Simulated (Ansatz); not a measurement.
I need the levels without and with spin-orbit coupling of BiSb, space group R3m. Use the Ansatz DFT code, driven from Python. Use (first run): LDA, PAW, the default cutoff (420 eV here), 6×6×6 k-points, cold smearing of 0.15 eV.

```xyz
2
Lattice="2.2263 1.2854 3.9751 -2.2263 1.2854 3.9751 0.0000 -2.5707 3.9751" Properties=species:S:1:pos:R:3 pbc="T T T"
Sb    0.0000    0.0000    9.1591
Bi    0.0000    0.0000    2.7663
```

`bisb_soc.py`:
```python
"""What spin-orbit coupling does to the bands of BiSb."""

import ansatz as az


def main() -> None:
    lattice = az.Lattice.of(
        (2.2263, 1.28535, 3.97515),
        (-2.2263, 1.28535, 3.97515),
        (0.0, -2.5707, 3.97515),
    )
    sites = [
        ("Sb", (0.76803, 0.76803, 0.76803)),
        ("Bi", (0.23197, 0.23197, 0.23197)),
    ]
    bisb = az.Crystal(lattice=lattice)
    for symbol, position in sites:
        bisb = bisb.atom(symbol, position)

    setup = bisb.calculation()
    setup = setup.functional("lda")
    setup = setup.kpoints(6, 6, 6, center="gamma").occupations("cold", width=0.15)
    setup = setup.mixing("msr1", beta=0.2)
    setup = setup.initial_density(normalization="atom").scf(tolerance=1e-07, extra_bands=2)
    setup = setup.band_table()
    for label, variant in (("scalar-relativistic", setup), ("spin-orbit", setup.spin(soc=True))):
        r = variant.run(threads=1, backend="cpu").report
        zero = r["band_edges_ev"][0] if r.get("band_edges_ev") else r["fermi_energy_ev"]
        near = [round(e - zero, 3) for e in r["eigenvalues_ev"][0] if abs(e - zero) < 3]
        print(label)
        print("  band edges (eV):", [round(e, 3) for e in r.get("band_edges_ev") or []] or "none reported")
        print("  levels at k =", r["kpoints_frac"][0], "within 3 eV of the zero:", near)


if __name__ == "__main__":
    main()
```

```console
$ python bisb_soc.py
DeckWarning: basis.ecutwfc = 420 eV, auto-derived from the records' recommended cutoffs: set by Sb (normal level)
scalar-relativistic
  band edges (eV): none reported
  levels at k = [0.0, 0.0, 0.0] within 3 eV of the zero: [-1.634, -1.237, -1.237, 2.243, 2.833]
spin-orbit
  band edges (eV): none reported
  levels at k = [0.0, 0.0, 0.0] within 3 eV of the zero: [-2.51, -2.51, -1.05, -1.05, -0.771, -0.771, 1.454, 1.454]
```
(Warnings from the package without file and line, repeats left out.)

Reading the output:
- The settings weren't tested for convergence.
- This cell is a computed structure, which may not be the phase found in nature.
- Levels are Kohn-Sham eigenvalues on this mesh.
- With spin-orbit coupling each level holds one electron and, with inversion or at time-reversal points, comes in pairs; a window in energy can cut a split set.
- Wall time of the script: 15 s on 1 thread of Intel(R) Xeon(R) Platinum 8375C CPU @ 2.90GHz (Ice Lake), with other jobs on the host, peak memory 0.63 GiB.

(Lines on the test bed's own set-up are left out of the output.)
